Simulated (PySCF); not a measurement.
**TlGa−: bond curves at several levels of theory**

The task here is to estimate one member of a computed series from the others.

Computed with PySCF 2.14.0. Level: Tl aug-cc-pVDZ-PP with ECP60, Ga aug-cc-pVDZ-PP with ECP10, scalar-relativistic core potentials.

4 further runs of the same task are left out: 4 set aside as unsound or not needed.

Set-up of the first run:

The job is set up so:

```yaml
atoms: Tl, Ga
charge: -1
basis: Tl aug-cc-pVDZ-PP with ECP60, Ga aug-cc-pVDZ-PP with ECP10
Hamiltonian: scalar-relativistic core potentials
basis_functions: 64
electrons_treated: 43
masses_in_u: 204.9744, 68.9256
levels: PBE0, PBE, r²SCAN, r²SCANh, B3LYP, TPSSh, LC-ωPBE, MP2, SCS-MP2, CCSD, CCSD(T)
grid: 80 radial by 434 angular points
occupations: held fixed by the projection of orbital angular momentum
dissociation_limit: Tl + Ga−, each in its ground configuration
starting_distance_in_angstrom: 2.735
values_of_2S_to_try: 1, 3
```

Command:

```bash
$ OMP_NUM_THREADS=1 python dia.py task.json out
```

Among the steps run: The job; PBE0 along the bond; PBE; r²SCAN (meta-GGA); r²SCANh (hybrid meta-GGA); B3LYP; TPSSh; LC-ωPBE (range-separated hybrid); Correlated methods on the Hartree–Fock reference.

One table of the session follows, with a row left open; its other results are not shown here.

It belongs to the step «The curves together». Energy (eV) from each level's lowest point:

| R (Å) | UHF-MP2 | UHF-SCS-MP2 | UHF-CCSD | UHF-CCSD(T) | PBE |
| --- | --- | --- | --- | --- | --- |
| 2.371 | 0.473 | 0.476 | n/a | n/a | 0.541 |
| 2.481 | 0.192 | 0.192 | 0.246 | 0.247 | 0.249 |
| 2.592 | 0.048 | 0.048 | 0.081 | 0.081 | 0.087 |
| 2.674 | 0.004 | 0.004 | 0.020 | 0.021 | 0.025 |
| 2.757 | 0.000 | 0.000 | 0.000 | 0.000 | 0.000 |
| 2.840 | 0.025 | 0.026 | 0.009 | 0.009 | 0.002 |
| 2.950 | ? | ? | ? | ? | ? |
| 3.088 | 0.208 | 0.214 | 0.148 | 0.142 | 0.107 |
| 3.253 | 0.376 | 0.388 | 0.288 | 0.277 | 0.222 |
| 3.474 | 0.626 | 0.642 | n/a | n/a | 0.392 |

Q: Estimate the row for R (Å) = 2.950 from the others.

Worked estimate for «UHF-MP2». A straight line through the neighbours (2.840, 0.025) and (3.088, 0.208) gives 0.025 + (0.208 − 0.025) × (2.950 − 2.840) / (3.088 − 2.840) = 0.106; a parabola fitted to 4 rows on both sides gives 0.095.

As computed: UHF-MP2: 0.091; UHF-SCS-MP2: 0.094; UHF-CCSD: 0.055; UHF-CCSD(T): 0.053; PBE: 0.034. In «UHF-MP2» the line misses by +0.015 and the parabola by +0.004.
